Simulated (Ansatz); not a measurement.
# Relaxation of RhPbCl6, part 2 of 2

The start is RhPbCl6, a borrowed structure type, volume estimated. Where does it settle when we relax cell and atoms at 20 GPa, and what is it like there?

Ansatz 0.2.0; DFT, r2SCAN, no spin polarisation, plane waves, PAW. Relaxing cell and atoms at 20 GPa. The steps go on from the part before.

## (3) The output, continued

The log, continued:

```text
preconditioner: auto → Kerker (q_TF=auto, 2.421 Å⁻¹)  [metal: Δε(μ)=0.061 eV  Ē_g=13.405 eV  σ=0.100 eV  W_gap=0.15  n_scr=34 (ndim 8)  ℏωp=24.5 eV  f_vac=0.009  D(μ)=3.61/eV (n_scr^D=20)]
SCF iter   2: F=-24842.253545 eV  HF=-24842.254313 eV  |F-HF|=7.68e-4  |Δ(HF+E_count)|=   9.55e-2  Δρ=2.50e-3  dr2=5.48e-3  dr2_τ=1.05e-3  ethr=4.60e-5  ⟨swp⟩=2.1  Hψ=1199  notcnv=0
SCF iter   3: F=-24842.254311 eV  HF=-24842.254611 eV  |F-HF|=3.00e-4  |Δ(HF+E_count)|=   2.98e-4  Δρ=1.35e-3  dr2=2.00e-3  dr2_τ=5.36e-5  ethr=7.51e-6  ⟨swp⟩=1.0  Hψ=686  notcnv=0
SCF iter   4: F=-24842.254716 eV  HF=-24842.254751 eV  |F-HF|=3.48e-5  |Δ(HF+E_count)|=   1.40e-4  Δρ=2.47e-4  dr2=1.43e-4  dr2_τ=5.57e-6  ethr=2.75e-6  ⟨swp⟩=2.4  Hψ=1111  notcnv=0
SCF iter   5: F=-24842.254621 eV  HF=-24842.254627 eV  |F-HF|=5.92e-6  |Δ(HF+E_count)|=   1.24e-4  Δρ=8.40e-5  dr2=2.17e-5  dr2_τ=9.52e-7  ethr=1.96e-7  ⟨swp⟩=2.1  Hψ=1047  notcnv=0
SCF iter   6: F=-24842.254628 eV  HF=-24842.254628 eV  |F-HF|=8.37e-8  |Δ(HF+E_count)|=   2.29e-7  Δρ=2.31e-5  dr2=1.22e-6  dr2_τ=3.96e-8  ethr=2.98e-8  ⟨swp⟩=2.7  Hψ=1022  notcnv=0
SCF iter   7: F=-24842.254628 eV  HF=-24842.254628 eV  |F-HF|=1.72e-9  |Δ(HF+E_count)|=   2.18e-7  Δρ=6.74e-6  dr2=1.11e-7  dr2_τ=3.30e-9  ethr=1.10e-9  ⟨swp⟩=12.3  Hψ=4948  notcnv=0
SCF 5 converged in 7 iterations: F = -24842.254628 eV  dr2 = 1.11e-7
relax step   5: F+E_penalty+E_count = -24842.25462784 eV  Δ(F+E_penalty+E_count) = -5.411e-1 eV  max|allowed force component| = 1.073e-1 eV/Å  Δτ_max = 0.0436 Å  P = +19.731 GPa  Ω = 149.619 Å³  energy of the carried Pulay correction = +5.374e-3 eV  (7 SCF iters, dr2 threshold 8.00e-7 eV, accepted)
Crystal: 8 atoms, lattice volume = 149.171 Å³
Basis set: ecut = 500 eV, 3805 PW (Γ), exchange–correlation on 192×192×200 points (64 copies of the dense FFT grid, shifted against one another)
iter 1 solved again at ethr=2.59e-6 eV; its pass at ethr=3.10e-3 eV (dr2=1.89e-3 eV) is discarded
SCF iter   1: F=-24842.203758 eV  HF=-24842.200352 eV  |F-HF|=3.41e-3  |Δ(HF+E_count)|=         —  Δρ=1.80e-3  dr2=1.76e-3  dr2_τ=2.40e-2  ethr=2.59e-6  ⟨swp⟩=3.1  Hψ=3356  notcnv=0
preconditioner: auto → Kerker (q_TF=auto, 2.422 Å⁻¹)  [metal: Δε(μ)=0.044 eV  Ē_g=13.394 eV  σ=0.100 eV  W_gap=0.11  n_scr=34 (ndim 8)  ℏωp=24.5 eV  f_vac=0.007  D(μ)=3.62/eV (n_scr^D=20)]
SCF iter   2: F=-24842.204590 eV  HF=-24842.204681 eV  |F-HF|=9.13e-5  |Δ(HF+E_count)|=   4.33e-3  Δρ=1.02e-3  dr2=5.93e-4  dr2_τ=2.14e-5  ethr=2.41e-6  ⟨swp⟩=2.0  Hψ=1202  notcnv=0
SCF iter   3: F=-24842.204511 eV  HF=-24842.204577 eV  |F-HF|=6.61e-5  |Δ(HF+E_count)|=   1.04e-4  Δρ=2.78e-4  dr2=1.32e-4  dr2_τ=1.47e-5  ethr=8.13e-7  ⟨swp⟩=2.6  Hψ=996  notcnv=0
SCF iter   4: F=-24842.204580 eV  HF=-24842.204579 eV  |F-HF|=1.49e-6  |Δ(HF+E_count)|=   1.63e-6  Δρ=8.82e-5  dr2=1.63e-5  dr2_τ=1.08e-6  ethr=1.80e-7  ⟨swp⟩=2.9  Hψ=1135  notcnv=0
SCF iter   5: F=-24842.204585 eV  HF=-24842.204585 eV  |F-HF|=1.70e-7  |Δ(HF+E_count)|=   6.25e-6  Δρ=4.34e-5  dr2=3.68e-6  dr2_τ=1.04e-7  ethr=2.23e-8  ⟨swp⟩=2.8  Hψ=1041  notcnv=0
SCF iter   6: F=-24842.204586 eV  HF=-24842.204586 eV  |F-HF|=1.58e-8  |Δ(HF+E_count)|=   7.56e-7  Δρ=1.01e-5  dr2=2.12e-7  dr2_τ=6.85e-9  ethr=9.86e-10  ⟨swp⟩=9.8  Hψ=5094  notcnv=0
SCF 6 converged in 6 iterations: F = -24842.204586 eV  dr2 = 2.12e-7
relax step   6: F+E_penalty+E_count = -24842.20458561 eV  Δ(F+E_penalty+E_count) = +5.004e-2 eV  max|allowed force component| = 3.526e-2 eV/Å  Δτ_max = 0.0208 Å  P = +19.907 GPa  Ω = 149.171 Å³  energy of the carried Pulay correction = +5.426e-3 eV  (6 SCF iters, dr2 threshold 7.20e-7 eV, accepted)
Crystal: 8 atoms, lattice volume = 148.995 Å³
iter 1 solved again at ethr=2.25e-7 eV; its pass at ethr=3.10e-3 eV (dr2=1.64e-4 eV) is discarded
SCF iter   1: F=-24842.183310 eV  HF=-24842.182928 eV  |F-HF|=3.82e-4  |Δ(HF+E_count)|=         —  Δρ=4.27e-4  dr2=1.45e-4  dr2_τ=1.47e-3  ethr=2.25e-7  ⟨swp⟩=3.0  Hψ=3158  notcnv=0
preconditioner: auto → Kerker (q_TF=auto, 2.422 Å⁻¹)  [metal: Δε(μ)=0.046 eV  Ē_g=13.392 eV  σ=0.100 eV  W_gap=0.12  n_scr=34 (ndim 8)  ℏωp=24.5 eV  f_vac=0.007  D(μ)=3.61/eV (n_scr^D=20)]
SCF iter   2: F=-24842.183391 eV  HF=-24842.183400 eV  |F-HF|=8.55e-6  |Δ(HF+E_count)|=   4.71e-4  Δρ=2.38e-4  dr2=4.18e-5  dr2_τ=1.08e-6  ethr=1.98e-7  ⟨swp⟩=2.0  Hψ=1161  notcnv=0
SCF iter   3: F=-24842.183272 eV  HF=-24842.183274 eV  |F-HF|=1.82e-6  |Δ(HF+E_count)|=   1.26e-4  Δρ=4.52e-5  dr2=4.83e-6  dr2_τ=2.25e-7  ethr=5.73e-8  ⟨swp⟩=2.6  Hψ=999  notcnv=0
SCF iter   4: F=-24842.183274 eV  HF=-24842.183275 eV  |F-HF|=1.11e-6  |Δ(HF+E_count)|=   5.32e-7  Δρ=2.49e-5  dr2=1.76e-6  dr2_τ=1.14e-7  ethr=6.62e-9  ⟨swp⟩=2.6  Hψ=1060  notcnv=0
SCF iter   5: F=-24842.183274 eV  HF=-24842.183275 eV  |F-HF|=2.88e-7  |Δ(HF+E_count)|=   1.04e-7  Δρ=1.40e-5  dr2=5.39e-7  dr2_τ=2.38e-8  ethr=2.42e-9  ⟨swp⟩=2.6  Hψ=986  notcnv=0
SCF iter   6: F=-24842.183274 eV  HF=-24842.183275 eV  |F-HF|=3.89e-8  |Δ(HF+E_count)|=   4.71e-8  Δρ=4.03e-6  dr2=7.03e-8  dr2_τ=6.85e-10  ethr=1.06e-10  ⟨swp⟩=8.9  Hψ=4607  notcnv=0
SCF 7 converged in 6 iterations: F = -24842.183274 eV  dr2 = 7.03e-8
relax step   7: F+E_penalty+E_count = -24842.18327449 eV  Δ(F+E_penalty+E_count) = +2.131e-2 eV  max|allowed force component| = 2.814e-3 eV/Å  Δτ_max = 0.0049 Å  P = +20.022 GPa  Ω = 148.995 Å³  energy of the carried Pulay correction = +5.446e-3 eV  (6 SCF iters, dr2 threshold 7.77e-8 eV, accepted)
Basis set: ecut = 500 eV, 3805 PW (Γ), exchange–correlation on 180×180×192 points (64 copies of the dense FFT grid, shifted against one another)
Initial wavefunctions: pseudopotential atomic-orbital guess (no wavefunctions were taken with the density)
iter 1 solved again at ethr=1.40e-7 eV; its pass at ethr=3.10e-3 eV (dr2=1.02e-4 eV) is discarded
SCF iter   1: F=-24842.178297 eV  HF=-24842.178223 eV  |F-HF|=7.39e-5  |Δ(HF+E_count)|=         —  Δρ=3.42e-4  dr2=1.51e-5  dr2_τ=1.27e-4  ethr=1.40e-7  ⟨swp⟩=3.6  Hψ=4830  notcnv=0
preconditioner: auto → Kerker (q_TF=auto, 2.422 Å⁻¹)  [metal: Δε(μ)=0.047 eV  Ē_g=13.391 eV  σ=0.100 eV  W_gap=0.12  n_scr=34 (ndim 8)  ℏωp=24.5 eV  f_vac=0.007  D(μ)=3.62/eV (n_scr^D=20)]
SCF iter   2: F=-24842.178293 eV  HF=-24842.178274 eV  |F-HF|=1.89e-5  |Δ(HF+E_count)|=   5.17e-5  Δρ=1.79e-4  dr2=4.15e-6  dr2_τ=4.88e-6  ethr=2.07e-8  ⟨swp⟩=2.4  Hψ=1202  notcnv=0
SCF iter   3: F=-24842.178341 eV  HF=-24842.178341 eV  |F-HF|=8.44e-10  |Δ(HF+E_count)|=   6.65e-5  Δρ=9.40e-6  dr2=8.81e-8  dr2_τ=1.48e-8  ethr=5.68e-9  ⟨swp⟩=2.0  Hψ=1145  notcnv=0
SCF iter   4: F=-24842.178341 eV  HF=-24842.178341 eV  |F-HF|=2.46e-8  |Δ(HF+E_count)|=   4.86e-8  Δρ=4.00e-6  dr2=3.39e-8  dr2_τ=4.77e-9  ethr=1.21e-10  ⟨swp⟩=2.0  Hψ=919  notcnv=0
SCF iter   5: F=-24842.178341 eV  HF=-24842.178341 eV  |F-HF|=2.15e-9  |Δ(HF+E_count)|=   1.34e-9  Δρ=1.25e-6  dr2=4.02e-9  dr2_τ=1.11e-10  ethr=4.65e-11  ⟨swp⟩=2.5  Hψ=978  notcnv=0
SCF iter   6: F=-24842.178341 eV  HF=-24842.178341 eV  |F-HF|=7.82e-10  |Δ(HF+E_count)|=  2.18e-10  Δρ=7.45e-7  dr2=1.57e-9  dr2_τ=4.66e-11  ethr=5.50e-12  ⟨swp⟩=1.0  Hψ=630  notcnv=0
SCF iter   7: F=-24842.178341 eV  HF=-24842.178341 eV  |F-HF|=5.46e-11  |Δ(HF+E_count)|=  5.09e-11  Δρ=1.43e-7  dr2=1.15e-10  dr2_τ=2.00e-12  ethr=2.15e-12  ⟨swp⟩=2.4  Hψ=906  notcnv=0
SCF iter   8: F=-24842.178341 eV  HF=-24842.178341 eV  |F-HF|=3.64e-12  |Δ(HF+E_count)|=  2.91e-11  Δρ=4.25e-8  dr2=3.10e-12  dr2_τ=2.73e-13  ethr=1.00e-12  ⟨swp⟩=8.0  Hψ=3312  notcnv=0
SCF 8 converged in 8 iterations: F = -24842.178341 eV  dr2 = 3.10e-12
relax step   8: F+E_penalty+E_count = -24842.17834100 eV  Δ(F+E_penalty+E_count) = +4.933e-3 eV  max|allowed force component| = 3.368e-3 eV/Å  Δτ_max = 0.0000 Å  P = +20.017 GPa  Ω = 148.995 Å³  stress off target by 1.73e-2 GPa  SCF on the basis re-selected at this cell (its energy is not comparable with the rows above)  (8 SCF iters)
basis re-selected at this cell: Δ(F+E_penalty+E_count) = +4.933e-3 eV, ΔP = -0.005 GPa vs the last step (what re-selecting the basis moved, of the pressure what is left beyond the Pulay correction that the steps carried, after the strain that the cell walked since its last selection, with what the two solves' SCF thresholds leave and, on support functions, any second-order correction that the steps lacked; it is no measure of the basis error at this ecutwfc). The dense FFT grid was sized anew with the basis: this SCF ran on 45×45×48 points, the steps before it on 48×48×50, so part of this shift can come from that change (see relax.cell in the input reference). This SCF's stress stands 1.73e-2 GPa from its target on what of the cell is left free (relax.cell.stress_tol is 5.00e-2 GPa) and its largest allowed force component is 3.37e-3 eV/Å (relax.f_tol is 3.00e-2 eV/Å): within both
SCF converged after 8 iterations
Free energy (F): -24842.178341 eV
Harris-Foulkes:  -24842.178341 eV  (|F-HF|=3.64e-12)
Internal energy: -24842.070304 eV  (E = F + TS)
E sigma→0 (E₀):  -24842.124322 eV
Entropy (-TS):   -0.108037 eV (-13.505 meV/atom)
Fermi energy:    8.632247 eV
--- Per-component energies (eV) ---
  E_band       = -359.883514
  E_kinetic    = 1847.678558
  E_local      = -5084.450558  (includes V_loc(G=0)·N_el)
  E_nonlocal   = 880.133840
  E_hartree    = 1894.329187
  E_xc         = -1056.030606
  E_vxc        = -1273.467308  (∫ρ·V_xc dr)
  E_paw        = -18038.092678  (= ΣΔE_a)
  E_vpaw       = -590.395297  (= ΣTr[D̂ρ^β])
  E_aug_tail   = 0.000802  (compensation charges beyond the density's cutoff)
  E_vtau       = 71.958135  (kinetic-family band-sum trace: ∫τ·v_τ [+ j·A + Jᵃ·Aᵃ] dr)
  E_ewald      = -5285.415952
  E_core_change = -0.222898  (= ΣΔE_core)
  E_smearing   = -0.108037  (= −TS)
  E_closure    = 0.000000  (closes the sum)
  Σ components = -24842.178341   (vs F -24842.178341, Δ=0.00e0)
--- Forces (eV/Å), atoms counted from 1 ---
  atom   1  Pb     0.00000000     0.00000000     0.00000000
  atom   2  Rh     0.00000000     0.00000000     0.00000000
  atom   3  Cl     0.00325096    -0.00110447    -0.00275309
  atom   4  Cl    -0.00066898     0.00336764    -0.00275309
  atom   5  Cl    -0.00258197    -0.00226318    -0.00275309
  atom   6  Cl    -0.00325096     0.00110447     0.00275309
  atom   7  Cl     0.00066898    -0.00336764     0.00275309
  atom   8  Cl     0.00258197     0.00226318     0.00275309
  max |Σ_I F_I| component: 2.30e-17 eV/Å
--- Stress (GPa, compression-positive) ---
       20.017278       0.000000      -0.000000
       -0.000000      20.017278      -0.000000
        0.000000      -0.000000      20.016182
  P = ⅓ Tr σ = 20.0169 GPa (200.169 kbar)
--- Band table (eV; the first three rows and the last of 14) ---
  k-point 0: bands = ["-72.8512", "-40.0120", "-40.0120", "-39.8761", "-9.1670", "-9.0719", "-9.0719", "-8.5541", "-8.5541", "-8.5329", "-7.4727", "-7.0678", "-7.0678", "-6.9174", "-6.9174", "-0.2999", "2.5223", "2.5223", "2.6504", "2.6504", "2.6633", "2.8403", "2.9255", "3.0478", "3.0478", "4.2902", "6.1934", "6.1934", "6.3731", "6.3731", "6.8695", "7.1192", "7.1192", "7.2729", "7.5717", "7.5717", "8.5110", "10.6555", "10.6555", "12.7872", "14.0741", "14.0741", "16.2041", "17.1148", "17.8560"]
  k-point 1: bands = ["-72.8513", "-40.0120", "-40.0120", "-39.8761", "-9.0585", "-9.0585", "-8.9802", "-8.5541", "-8.5541", "-8.5341", "-7.7667", "-7.1829", "-7.1829", "-6.8209", "-6.8209", "-0.1060", "2.0376", "2.0376", "2.3639", "2.8730", "3.0473", "3.0473", "3.4636", "3.5662", "3.5662", "4.5671", "5.5269", "5.5269", "6.0528", "6.7566", "6.7566", "7.0364", "7.0364", "7.3291", "7.3291", "7.3579", "8.4171", "10.5345", "10.5345", "12.9744", "14.4026", "14.4026", "15.7481", "17.1087", "18.0230"]
  k-point 2: bands = ["-72.8512", "-40.0120", "-40.0120", "-39.8761", "-9.0448", "-9.0448", "-8.6097", "-8.5540", "-8.5540", "-8.5457", "-8.2277", "-7.2569", "-7.2569", "-6.7659", "-6.7659", "0.0701", "1.8447", "1.8447", "2.0824", "3.4378", "3.5169", "3.5169", "3.6429", "3.6429", "3.7869", "4.7736", "5.1086", "5.4933", "5.4933", "6.3469", "6.3469", "7.0608", "7.0608", "7.2067", "7.2067", "7.3732", "8.2721", "10.4217", "10.4217", "13.3331", "14.8145", "14.8145", "15.6804", "16.1792", "17.8447"]
  k-point 13: bands = ["-72.8512", "-40.0121", "-40.0121", "-39.8761", "-9.1259", "-9.0649", "-8.5837", "-8.5567", "-8.5491", "-8.4660", "-7.7107", "-7.5471", "-7.2284", "-7.1306", "-6.7304", "-0.3212", "1.8470", "2.0199", "2.4005", "2.8550", "3.0547", "3.4309", "3.6211", "4.2362", "4.8469", "4.9563", "5.2300", "5.5759", "5.6838", "5.9693", "6.2088", "6.4170", "6.5932", "7.2088", "7.6672", "7.8704", "8.6406", "10.4089", "10.5402", "13.5618", "13.9362", "14.1096", "16.3886", "16.6656", "17.3598"]
--- Relaxed structure (7 steps of the walk, 7 accepted, 1 SCFs on fresh bases) ---
  F+E_penalty+E_count = -24842.17834100 eV   max|allowed force component| = 3.368e-3 eV/Å   (the final SCF, on the basis selected at the relaxed cell)
  cell:  # Å, volume = 148.9954 Å³
    - [2.8703897451788984, 4.971660876174233, -1.7346180306429826e-6]
    - [-2.8703897451788984, 4.971660876174233, -1.7346180306429826e-6]
    - [-2.8929514155857407e-18, -3.3144387627263034, 5.2203623571382245]
  atoms:
    - { symbol: Pb, position: [0.4999999999999999, 0.4999999999999999, 0.4999999999999999] }
    - { symbol: Rh, position: [1.0417089418712951e-18, -9.91271729962319e-19, 7.565585881545118e-20] }
    - { symbol: Cl, position: [0.21478251994962935, 0.5656583285341772, 0.7654417885691863] }
    - { symbol: Cl, position: [0.9850009400853801, 0.21478251994962932, 0.7654417885691864] }
    - { symbol: Cl, position: [0.5656583285341772, 0.9850009400853801, 0.7654417885691865] }
    - { symbol: Cl, position: [0.7852174800503706, 0.4343416714658228, 0.2345582114308134] }
    - { symbol: Cl, position: [0.01499905991461993, 0.7852174800503706, 0.23455821143081348] }
    - { symbol: Cl, position: [0.4343416714658227, 0.014999059914619917, 0.2345582114308134] }
--- Löwdin populations: 8 sites ---
  site symbol       q [e]
     0     Pb     13.1641
     1     Rh     16.3044
     2     Cl      7.1922
     3     Cl      7.1922
     4     Cl      7.1922
     5     Cl      7.1922
     6     Cl      7.1922
     7     Cl      7.1922
  spilling = 0.005184 (of n_electrons = 73.000000)
--- Bader charges: 8 sites ---
  site symbol  charge [e]  shift [e]
     0     Pb      1.4439     0.0005
     1     Rh      1.0285     0.0102
     2     Cl     -0.4121     0.0018
     3     Cl     -0.4121     0.0018
     4     Cl     -0.4121     0.0018
     5     Cl     -0.4121     0.0018
     6     Cl     -0.4121     0.0018
     7     Cl     -0.4121     0.0018
  estimated error of the sums over rays = 4.3e-4 e
```

It took 2.5 min on 2 threads of Arm Neoverse V1, shared host; peak memory 1.1 GiB.

Step by step:

```csv
step,energy from step 1 (eV/cell),largest force component (eV/Å),pressure (GPa),volume (Å³)
1,0.0000,0.9728,0.65,203.32
2,0.5180,0.9718,10.99,175.22
3,1.3727,0.9397,19.67,154.53
4,1.9576,0.4554,21.98,145.94
5,1.4164,0.1073,19.73,149.62
6,1.4665,0.0353,19.91,149.17
7,1.4878,0.0028,20.02,149.00
8,1.4927,0.0034,20.02,149.00
```

Step 1 is the start. Step 8 repeats the geometry before on a plane-wave basis chosen anew for that cell, so the energy can jump there without any move; the table keeps such jumps.

| input's cell | before | after | change |
| --- | --- | --- | --- |
| a (Å) | 6.400 | 5.741 | -10.3 % |
| b (Å) | 6.400 | 5.741 | -10.3 % |
| c (Å) | 6.820 | 6.184 | -9.3 % |
| α (°) | 117.98 | 117.66 | -0.32° |
| β (°) | 117.98 | 117.66 | -0.32° |
| volume (Å³/atom) | 25.41 | 18.62 | -26.7 % |

The largest move, 0.41 Å, apart from the change of the cell, is shared by several atoms, Cl4 among them.

At a target of 20 GPa the walk lowers the enthalpy E + PV, so the energy alone may rise.

## (4) Density of states

Counts of states in windows (eV from the Fermi level; tetrahedra), total and projected:

```csv
from,to,total,Cl p,Pb p,Rh d
-7.0,-6.0,5.89,4.16,0.33,1.16
-6.0,-5.0,6.25,4.47,0.16,1.33
-5.0,-4.0,5.86,4.52,0.11,0.97
-4.0,-3.0,5.86,4.88,0.16,0.58
-3.0,-2.0,7.57,6.33,0.18,0.82
-2.0,-1.0,6.02,4.21,0.07,1.57
-1.0,0.0,3.33,2.01,0.02,1.03
0.0,1.0,1.22,0.72,0.00,0.21
1.0,2.0,2.99,1.30,0.10,1.33
2.0,3.0,1.01,0.49,0.01,0.42
3.0,4.0,0.00,0.00,0.00,0.00
4.0,5.0,1.93,0.34,1.24,0.01
```

## (5) How the electrons are shared

Gathered by element (positive charge: electrons given up): Löwdin charges also hold the electrons that the projection spills.

```csv
element,atoms,Bader charge (e),Bader volume (Å³),Löwdin charge (e)
Pb,1,+1.44,18.0,+0.84
Rh,1,+1.03,11.9,+0.70
Cl,6,-0.41,19.9,-0.19
```

The Löwdin projection spills 0.5 % of the electrons and depends on the orbitals chosen; where it disagrees with Bader's partition, neither is an observable.

## (6) Real-space fields

Maps in the plane spanned by a and b at height 0.235 along c (axes of the input's cell), one cell: a runs left to right (17 points from zero), b bottom to top (17 points), 60° apart. Near the nuclei they are pseudo-fields.

Valence density. Ten steps from '0' (0.04 e/Å³) to '9' (1.83 e/Å³), finer at the low end (step k begins (100^(k/10) - 1)/99 of the way up):
```
87544689999645788
99753468998645799
69964235777534799
57985212455433589
99986300134433369
89986410135665446
56776421246898754
33454432357999975
41123333347995997
52001233346897698
63101233334689998
64223444322468998
64345666431135677
55456888752002455
55557999974101234
55557997996312344
65556896598534566
```

ELF. Ten even steps from '0' (0.02) to '9' (0.89):
```
97311798799703899
89830279999713998
37972027899601997
33896000233100699
97897200000100079
99998300025776117
58986200158999930
02553110159999993
20011111138973798
60000012116983389
72000011112898789
72002321100379999
41026786310026787
21137999851000233
11138988995000001
11127973798200221
42114983399502677
```

Atoms within 0.2 Å of the plane, in fractions of a and b: Cl at (0.79, 0.43), Cl at (0.01, 0.79), Cl at (0.43, 0.01).

At the density minimum on some short contacts:

```csv
contact,length (Å),minimum at (fraction),density (e/Å³),ELF
Pb1–Cl3,2.612,0.50,0.392,0.27
```

## (7) What came out

What follows sums up all 2 parts.

| quantity | value |
| --- | --- |
| moves | 6 |
| largest move | 0.41 Å (Cl) |
| space group (0.01 Å), before / after | R-3 / R-3 |
| cell | a = 5.741 Å, b = 5.741 Å, c = 6.184 Å, α = 117.66°, β = 117.66°, γ = 60.00° |
| volume | 18.62 Å³/atom (-26.7 %) |
| pressure at the end | 20.02 GPa |
| character | metal |
| density of states, mean within 0.25 eV of the Fermi level | 3.9 per eV per cell |
| Bader charges | Pb +1.44, Rh +1.03, Cl -0.41 e |

**Reading.** The volume shrank by 26.7 %, and the largest move of an atom is 0.41 Å apart from the change of the cell. The run held to 6 symmetry operations, so a lower structure without them is not ruled out. Bands cross the Fermi level: a metal; within 0.25 eV of the Fermi level the density of states averages 3.9 per eV per cell, mostly Cl p (60 %), Pb s (22 %) and Rh d (15 %), but it varies sharply: 7.1 at the Fermi level itself, on this mesh. By Bader's partition Pb gives up most (+1.44 e) and Cl takes most (-0.41 e).

Limits of this run: an odd count of electrons without spin polarisation forces a partly filled band; the k mesh is coarse for a cell without a gap.
